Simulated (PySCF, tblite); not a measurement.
# C₇H₇NOSi: geometry, infrared bands and NMR shifts

Wanted: the infrared bands and NMR shifts of C₇H₇NOSi (`C#C[C@@H]1C(=O)[SiH2][C@@]1(C)C#N`), by calculation.

The runs use tblite 0.8.0 and PySCF 2.14.0, with density-fitted response routines of our own; the level of theory stands in each step. All values are computed, except where a source is named. Atoms are numbered from 0 throughout.

## 1. The molecule as given

17 atoms, charge 0, multiplicity 1; geometry from: force field or distance geometry start.

Bonds of the start (Å): C0–C1 1.21, C1–C2 1.46, C2–C3 1.49, C3–O4 1.21, C3–Si5 1.86, Si5–C6 1.87, C6–C7 1.50, C6–C8 1.45, C8–N9 1.15, C6–C2 1.52, C0–H10 1.06, C2–H11 1.11, Si5–H12 1.44, Si5–H13 1.47, C7–H14 1.10, C7–H15 1.09, C7–H16 1.13.

## 2. Relaxing the molecule with GFN2-xTB

Job settings and geometry (Å):

```
{"job": {"kind": "relax", "xc": "GFN2-xTB", "basis": "xTB"}, "charge": 0, "multiplicity": 1}
C      2.873500    -0.152300    -0.922500
C      1.841100    -0.393000    -0.331700
C      0.630100    -0.691700     0.425800
C     -0.307300    -1.490600    -0.418300
O     -0.267500    -2.251900    -1.363000
Si    -1.670300    -0.857000     0.683700
C     -0.364600     0.457900     0.427000
C     -0.600700     1.154700    -0.876000
C     -0.091900     1.317700     1.558800
N      0.129700     2.005900     2.448200
H      3.767900     0.068300    -1.440400
H      0.790600    -1.163100     1.412600
H     -2.936400    -0.610700     0.041200
H     -1.691100    -1.458500     2.022400
H      0.005600     2.066900    -0.986800
H     -0.444900     0.493000    -1.731900
H     -1.670600     1.516200    -0.959000
```

The run is started by

```sh
$ OMP_NUM_THREADS=1 python probes_run.py task.json out
```

This one command runs all jobs of the session in turn.

**Question.** This job is followed by: GFN2-xTB harmonic vibrations, gas phase; GIAO PBE0/pcSseg-1 NMR shielding, non-relativistic, gas phase. What will the session give for the following? strongest single infrared mode (GFN2-xTB); zero-point energy (GFN2-xTB); 13C shifts against TMS (PBE0/pcSseg-1); 1H shifts against TMS (PBE0/pcSseg-1, means over atoms taken as alike); 17O shifts against H2O (PBE0/pcSseg-1); 29Si shifts against TMS (PBE0/pcSseg-1); 15N shifts against NH3 (PBE0/pcSseg-1); surface potential, 1st and 99th percentile.

**Answer**, as computed:

| quantity | value |
| --- | --- |
| strongest single infrared mode (GFN2-xTB) | 1798 cm⁻¹, 335 km/mol |
| zero-point energy (GFN2-xTB) | 71.0 kcal/mol |
| 13C shifts against TMS (PBE0/pcSseg-1) | 234.1, 129.5, 87.0, 79.1, 69.5, 21.4, 14.7 ppm |
| 1H shifts against TMS (PBE0/pcSseg-1, means over atoms taken as alike) | 5.52, 5.11, 4.34, 2.15, 1.77 ppm |
| 17O shifts against H2O (PBE0/pcSseg-1) | 863.4 ppm |
| 29Si shifts against TMS (PBE0/pcSseg-1) | -0.1 ppm |
| 15N shifts against NH3 (PBE0/pcSseg-1) | 294.4 ppm |
| surface potential, 1st and 99th percentile | -1.75 V and 1.91 V |

Relaxing lowered the energy by 0.936 eV in 99 steps; the close pair that moved most is Si5–C6, from 1.871 to 1.953 Å. All 45 modes are real, so the xTB geometry is a minimum. The strongest single mode, at 1798 cm⁻¹, moves mainly C3 and O4. GFN2-xTB is a fitted tight-binding method: band positions and strengths are rough. Its intensities can rank the bands wrongly. At PBE0/pcSseg-1: The largest span, 1692 ppm, is at O4, where the paramagnetic term is -923 ppm. At PBE0/pcSseg-1, counted by nearest atom on the grid, the HOMO lies on O4 38 %; C2, C3 about 12 % each, the LUMO on C3 40 %; O4 27 %.
